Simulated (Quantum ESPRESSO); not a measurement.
# MoSe (P3m1) in Quantum ESPRESSO: notebook

Runs on MoSe. Level: LDA. Tasks: phonons.

Everything below comes from runs of Quantum ESPRESSO 7.5. Logs are shortened: lines on timing, memory, paths and dates and some standing lists are left out, and cuts for length are marked.

## 1. Starting point

It takes space group P3m1 (No. 156, trigonal). The conventional cell has a = 3.471 Å, b = 3.471 Å, c = 4.373 Å, α = 90.00°, β = 90.00°, γ = 120.00°. Mo (site symmetry 3m) has 3 Se at 2.04 Å as nearest neighbours. Se (site symmetry 3m) has 3 Mo at 2.04 Å as nearest neighbours.

The cell was built by a generator and needn't be a form met in nature.

## 2. Phonons, LDA

File pw.in:

```
&CONTROL
  calculation = 'scf'
  prefix = 'pwscf'
  outdir = './tmp'
  pseudo_dir = './pseudo'
  tprnfor = .true.
  tstress = .true.
  disk_io = 'low'
/
&SYSTEM
  ibrav = 0
  celldm(1) = 8
  nat = 2
  ntyp = 2
  ecutwfc = 86
  nbnd = 22
  occupations = 'smearing'
  smearing = 'fd'
  degauss = 0.00367493
/
&ELECTRONS
  conv_thr = 4d-10
  electron_maxstep = 120
  mixing_beta = 0.5
/
ATOMIC_SPECIES
Mo    95.9500 Mo.upf
Se    78.9710 Se.upf
CELL_PARAMETERS alat
  0.8198266380551   0.0000000000000   0.0000000000000
 -0.4099133202086   0.7099906959502   0.0000000000000
  0.0000000000000   0.0000000000000   1.0329231989550
ATOMIC_POSITIONS crystal
Mo     0.6666666700    0.3333333300    0.0254445500
Se     0.3333333300    0.6666666700    0.1184304700
K_POINTS automatic
4 4 2 0 0 1
```

File scf2.in:

```
&CONTROL
  calculation = 'scf'
  prefix = 'pwscf'
  outdir = './tmp'
  pseudo_dir = './pseudo'
  tprnfor = .true.
  tstress = .true.
  disk_io = 'low'
/
&SYSTEM
  ibrav = 0
  celldm(1) = 8
  nat = 2
  ntyp = 2
  ecutwfc = 86
  nbnd = 22
  occupations = 'smearing'
  smearing = 'fd'
  degauss = 0.00367493
/
&ELECTRONS
  conv_thr = 1d-13
  electron_maxstep = 120
  mixing_beta = 0.5
  startingpot = 'file'
  startingwfc = 'file'
/
ATOMIC_SPECIES
Mo    95.9500 Mo.upf
Se    78.9710 Se.upf
CELL_PARAMETERS alat
  0.8198266380551   0.0000000000000   0.0000000000000
 -0.4099133202086   0.7099906959502   0.0000000000000
  0.0000000000000   0.0000000000000   1.0329231989550
ATOMIC_POSITIONS crystal
Mo     0.6666666700    0.3333333300    0.0254445500
Se     0.3333333300    0.6666666700    0.1184304700
K_POINTS automatic
4 4 2 0 0 1
```

File ph.in:

```
phonons of MoSe
&INPUTPH
  prefix = 'pwscf'
  outdir = './tmp'
  tr2_ph = 1d-18
  fildyn = 'dyn'
  niter_ph = 90
  alpha_mix(1) = 0.4
/
0.0000000000 0.0000000000 0.0000000000
```

File dynmat.in:

```
&INPUT
  fildyn = 'dyn'
  asr = 'crystal'
  filout = 'dynmat.disp'
  fileig = 'dynmat.eig'
/
```

Potentials or basis: PseudoDojo 0.4.1 SR LDA standard.

Run with:

```
$ OMP_NUM_THREADS=1 pw.x -in pw.in > pw.out
$ OMP_NUM_THREADS=1 pw.x -in scf2.in > scf2.out
$ OMP_NUM_THREADS=1 ph.x -in ph.in > ph.out
$ OMP_NUM_THREADS=1 dynmat.x -in dynmat.in > dynmat.out
```

pw.out:

```text
This program is part of the open-source Quantum ESPRESSO suite
     for quantum simulation of materials; please cite
[... 9 lines left out ...]
     --------------------
     sticks:   dense  smooth     PW     G-vecs:    dense   smooth      PW
     Sum        1027    1027    295                33199    33199    4987

     Using Slab Decomposition

     bravais-lattice index     =            0
     lattice parameter (alat)  =       8.0000  a.u.
     unit-cell volume          =     307.8312 (a.u.)^3
     number of atoms/cell      =            2
     number of atomic types    =            2
     number of electrons       =        30.00
     number of Kohn-Sham states=           22
     kinetic-energy cutoff     =      86.0000  Ry
     charge density cutoff     =     344.0000  Ry
     scf convergence threshold =      4.0E-10
     mixing beta               =       0.5000
     number of iterations used =            8  plain     mixing
     Exchange-correlation= SLA  PW   NOGX NOGC
                           (   1   4   0   0   0   0   0)

     celldm(1)=   8.000000  celldm(2)=   0.000000  celldm(3)=   0.000000
     celldm(4)=   0.000000  celldm(5)=   0.000000  celldm(6)=   0.000000

     crystal axes: (cart. coord. in units of alat)
               a(1) = (   0.819827   0.000000   0.000000 )
               a(2) = (  -0.409913   0.709991   0.000000 )
               a(3) = (   0.000000   0.000000   1.032923 )

     reciprocal axes: (cart. coord. in units 2 pi/alat)
               b(1) = (  1.219770  0.704235 -0.000000 )
               b(2) = (  0.000000  1.408469  0.000000 )
               b(3) = (  0.000000 -0.000000  0.968126 )

     PseudoPot. # 1 for Mo read from file:
     Mo.upf
     Pseudo is Norm-conserving + core correction, Zval = 14.0
     Generated using ONCVPSP code by D. R. Hamann
     Using radial grid of 1602 points,  6 beta functions with:
                l(1) =   0
                l(2) =   0
                l(3) =   1
                l(4) =   1
                l(5) =   2
                l(6) =   2

     PseudoPot. # 2 for Se read from file:
     Se.upf
     Pseudo is Norm-conserving + core correction, Zval = 16.0
     Generated using ONCVPSP code by D. R. Hamann
     Using radial grid of 1198 points,  6 beta functions with:
                l(1) =   0
                l(2) =   0
                l(3) =   1
                l(4) =   1
                l(5) =   2
                l(6) =   2

     atomic species   valence    mass     pseudopotential
     Mo               14.00    95.95000     Mo( 1.00)
     Se               16.00    78.97100     Se( 1.00)

      6 Sym. Ops. (no inversion) found

   Cartesian axes

     site n.     atom                  positions (alat units)
         1        Mo     tau(   1) = (   0.4099133   0.2366636   0.0262823  )
         2        Se     tau(   2) = (  -0.0000000   0.4733271   0.1223296  )

     number of k points=     5  Fermi-Dirac smearing, width (Ry)=  0.0037
                       cart. coord. in units 2pi/alat
        k(    1) = (   0.0000000   0.0000000   0.2420315), wk =   0.1250000
        k(    2) = (   0.0000000   0.3521173   0.2420315), wk =   0.3750000
        k(    3) = (   0.0000000  -0.7042346   0.2420315), wk =   0.3750000
        k(    4) = (   0.3049425   0.5281759   0.2420315), wk =   0.7500000
        k(    5) = (   0.0000000  -0.3521173   0.2420315), wk =   0.3750000

     Dense  grid:    33199 G-vectors     FFT dimensions: (  40,  40,  50)

     Initial potential from superposition of free atoms

     starting charge      29.9988, renormalised to      30.0000
     Starting wfcs are   19 randomized atomic wfcs +    3 random wfcs

     Self-consistent Calculation

     iteration #  1     ecut=    86.00 Ry     beta= 0.50
     Davidson diagonalization with overlap
     ethr =  1.00E-02,  avg # of iterations =  6.2

     Threshold (ethr) on eigenvalues was too large:
     Diagonalizing with lowered threshold

     Davidson diagonalization with overlap
     ethr =  4.16E-04,  avg # of iterations =  2.0

     total energy              =    -382.61375887 Ry
     estimated scf accuracy    <       0.13230018 Ry

     iteration #  2     ecut=    86.00 Ry     beta= 0.50
     Davidson diagonalization with overlap
     ethr =  4.41E-04,  avg # of iterations =  2.6

     total energy              =    -382.63812662 Ry
     estimated scf accuracy    <       0.02428089 Ry

     iteration #  3     ecut=    86.00 Ry     beta= 0.50
     Davidson diagonalization with overlap
     ethr =  8.09E-05,  avg # of iterations =  3.8

     total energy              =    -382.64110996 Ry
     estimated scf accuracy    <       0.00556524 Ry

     iteration #  4     ecut=    86.00 Ry     beta= 0.50
     Davidson diagonalization with overlap
     ethr =  1.86E-05,  avg # of iterations =  3.2

     total energy              =    -382.64209905 Ry
     estimated scf accuracy    <       0.00122077 Ry

     iteration #  5     ecut=    86.00 Ry     beta= 0.50
     Davidson diagonalization with overlap
     ethr =  4.07E-06,  avg # of iterations =  2.4

     total energy              =    -382.64222837 Ry
     estimated scf accuracy    <       0.00002113 Ry

     iteration #  6     ecut=    86.00 Ry     beta= 0.50
     Davidson diagonalization with overlap
     ethr =  7.04E-08,  avg # of iterations =  2.6

     total energy              =    -382.64223293 Ry
     estimated scf accuracy    <       0.00000266 Ry

     iteration #  7     ecut=    86.00 Ry     beta= 0.50
     Davidson diagonalization with overlap
     ethr =  8.88E-09,  avg # of iterations =  2.0

     total energy              =    -382.64223326 Ry
     estimated scf accuracy    <       0.00000016 Ry

     iteration #  8     ecut=    86.00 Ry     beta= 0.50
     Davidson diagonalization with overlap
     ethr =  5.37E-10,  avg # of iterations =  2.0

     total energy              =    -382.64223329 Ry
     estimated scf accuracy    <       0.00000001 Ry

     iteration #  9     ecut=    86.00 Ry     beta= 0.50
     Davidson diagonalization with overlap
     ethr =  3.76E-11,  avg # of iterations =  2.8

     total energy              =    -382.64223329 Ry
     estimated scf accuracy    <          1.2E-09 Ry

     iteration # 10     ecut=    86.00 Ry     beta= 0.50
     Davidson diagonalization with overlap
     ethr =  4.09E-12,  avg # of iterations =  2.0

     End of self-consistent calculation

          k = 0.0000 0.0000 0.2420 (  4140 PWs)   bands (ev):

   -48.9443 -37.8786 -37.8786 -37.7573 -37.7441 -37.7441 -23.5015 -23.5015
   -22.9849  -4.1588   4.8534   4.8534   6.1737  10.9387  11.1493  11.1493
    15.8397  18.0523  19.3996  19.3996  22.0875  23.0157

          k = 0.0000 0.3521 0.2420 (  4141 PWs)   bands (ev):

   -48.9361 -37.8721 -37.8553 -37.7637 -37.7444 -37.7443 -23.7049 -23.5549
   -22.9660  -3.4520   4.5929   5.9182   6.2891  10.3061  10.8791  12.4968
    15.2983  16.7640  16.9236  19.0595  19.8245  22.5925

          k = 0.0000-0.7042 0.2420 (  4148 PWs)   bands (ev):

   -48.9278 -37.8655 -37.8257 -37.7757 -37.7452 -37.7446 -23.9008 -23.6077
   -22.9483  -2.7885   4.7948   6.8510   7.3916  10.5654  10.9198  11.0397
    13.5414  13.6005  16.3148  19.0011  21.9170  22.7535

          k = 0.3049 0.5282 0.2420 (  4149 PWs)   bands (ev):

   -48.9278 -37.8648 -37.8275 -37.7742 -37.7455 -37.7445 -23.8491 -23.6622
   -22.9481  -2.7498   5.3877   6.0147   7.3163  10.1836  10.7307  11.0395
    13.7102  14.9164  16.6364  18.9580  20.7151  22.7889

          k = 0.0000-0.3521 0.2420 (  4141 PWs)   bands (ev):

   -48.9361 -37.8721 -37.8553 -37.7637 -37.7444 -37.7443 -23.7049 -23.5549
   -22.9660  -3.4530   4.6490   5.9103   6.1986  10.4832  10.9010  12.2774
    15.3214  16.6376  16.7963  18.8629  21.0950  22.8899

     the Fermi energy is    10.9916 ev

!    total energy              =    -382.64223330 Ry
     estimated scf accuracy    <          8.8E-11 Ry
     smearing contrib. (-TS)   =      -0.00462185 Ry
     internal energy E=F+TS    =    -382.63761145 Ry

     The total energy is F=E-TS. E is the sum of the following terms:
     one-electron contribution =    -259.83282166 Ry
     hartree contribution      =     137.95191106 Ry
     xc contribution           =     -68.90229081 Ry
     ewald contribution        =    -191.85441004 Ry

     convergence has been achieved in  10 iterations

     Forces acting on atoms (cartesian axes, Ry/au):

     atom    1 type  1   force =     0.00000000    0.00000000   -0.20637798
     atom    2 type  2   force =     0.00000000   -0.00000000    0.20637798

     Total force =     0.291863     Total SCF correction =     0.000023

     Computing stress (Cartesian axis) and pressure

          total   stress  (Ry/bohr**3)                   (kbar)     P=      652.11
   0.00657494   0.00000000   0.00000000          967.21        0.00        0.00
   0.00000000   0.00657494   0.00000000            0.00      967.21        0.00
   0.00000000  -0.00000000   0.00014899            0.00       -0.00       21.92

=------------------------------------------------------------------------------=
   JOB DONE.
=------------------------------------------------------------------------------=
```

ph.out:

```text
This program is part of the open-source Quantum ESPRESSO suite
     for quantum simulation of materials; please cite
         "P. Giannozzi et al., J. Phys.:Condens. Matter 21 395502 (2009);
         "P. Giannozzi et al., J. Phys.:Condens. Matter 29 465901 (2017);
         "P. Giannozzi et al., J. Chem. Phys. 152 154105 (2020);
     in publications or presentations arising from this work. More details at

[... 250 lines left out ...]
     freq (   5-   6) =        570.2  [cm-1]   --> E    L_3        I+R

     INITIALIZATION:

     DYNAMICAL MATRIX:

      Additional routines

=------------------------------------------------------------------------------=
   JOB DONE.
=------------------------------------------------------------------------------=
```

Wall time 2.3 min (1 thread of Arm Neoverse V2, shared host); peak memory 0.07 GiB.

What came out:

| Item | Value |
| --- | --- |
| Free energy | -5206.1128 eV |
| Pressure | 65.2 GPa |
| Largest force | 5.306 eV/Å |
| Band gap on the k mesh | none (metal or under the smearing width) |
| Highest phonon frequency at Γ | 570 cm⁻¹ |
| Most unstable mode | 356i cm⁻¹ |

Forces in eV/Å, atoms in the order of the input:
```
Mo   0.000  0.000 -5.306
Se   0.000  0.000  5.306
```

Phonon frequencies in cm⁻¹ (negative: imaginary):
```
              q point           frequencies
(0.000, 0.000, 0.000)  -356 -2 -2 0 570 570
```

Optical modes at Γ, degenerate ones joined:
```
cm⁻¹  components  symmetry     active in
356i           1        A1  IR and Raman
 570           2         E  IR and Raman
```

Caveat: the k mesh is coarse (spacing up to 0.72 Å⁻¹), so the values aren't converged; the atoms weren't relaxed first, which shifts the frequencies; the mesh is thin for the phonons of a metal; some modes are imaginary; the cell is more than 3 GPa from zero pressure, which shifts response properties; a pressure of tens of GPa on the cell as given is suspect, and the run, the potentials or the cell itself is likely at fault; forces of over 1 eV/Å show positions far from the minimum, so gaps and moduli don't describe the material at rest.

[end of part 1 of 3]
